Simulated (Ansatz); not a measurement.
# PbO (Litharge): the cost of one run

Method: DFT PBEsol, scalar-relativistic, plane waves, PAW, in Ansatz 0.2.0.

The COD entry's cell or inner coordinates are ideal or old and differ from later refinements, so a difference from it is no clean test against experiment.

1 further run of the same task is left out (set aside as unsound or not needed).

## (1) Starting point

Symmetry: P4/nmm, No. 129, tetragonal system. Conventional cell: a = 4.034 Å, b = 4.034 Å, c = 4.993 Å, α = 90.00°, β = 90.00°, γ = 90.00°. Around Pb (site symmetry 4mm) lie 4 O at 2.34 Å. O (site symmetry -4m2) has 4 Pb at 2.34 Å as nearest neighbours.

Structure file:

```
CELL_PARAMETERS angstrom
4.03438 0.00000 0.00000
0.00000 4.03438 0.00000
0.00000 0.00000 4.99322
ATOMIC_POSITIONS crystal
Pb 0.00000 0.50000 0.23775
Pb 0.50000 0.00000 0.76225
O 0.00000 0.00000 0.00000
O 0.50000 0.50000 0.00000
```

This cell was relaxed beforehand with the same method: volume 20.32 Å³/atom, gap on the mesh 1.27 eV.

## (2) Relaxing with PBEsol

input.yaml

```yaml
crystal:
  lattice:
    - [4.0343848701, 0.0, 0.0]
    - [0.0, 4.0343848701, 0.0]
    - [0.0, 0.0, 4.9932161123]
  atoms:
    - { symbol: Pb, position: [0.0, 0.5, 0.237751066] }
    - { symbol: Pb, position: [0.5, 0.0, 0.762248934] }
    - { symbol: O, position: [0.0, 0.0, 0.0] }
    - { symbol: O, position: [0.5, 0.5, 0.0] }
basis:
  ecutwfc: 420
kpoints:
  mp_grid: { grid: [8, 8, 6] }
hamiltonian:
  xc: pbesol
scf:
  occupations: { method: gaussian, width: 0.02 }
output:
  forces: true
  stress: true
  eigenvalues: true
relax:
  adjacent_minimum: "off"
  f_tol: 0.005
  max_steps: 50
  cell: { stress_tol: 0.05 }
```

Launch:

```
$ ansatz run input.yaml --threads 2 --pin off --max-ram 5120MiB --backend cpu --events-out ev --progress --plain --runs-dir out
```

What time and memory should one allow on 2 threads of Arm Neoverse V1, shared host?

About 31 s, with a peak of 0.41 GiB.
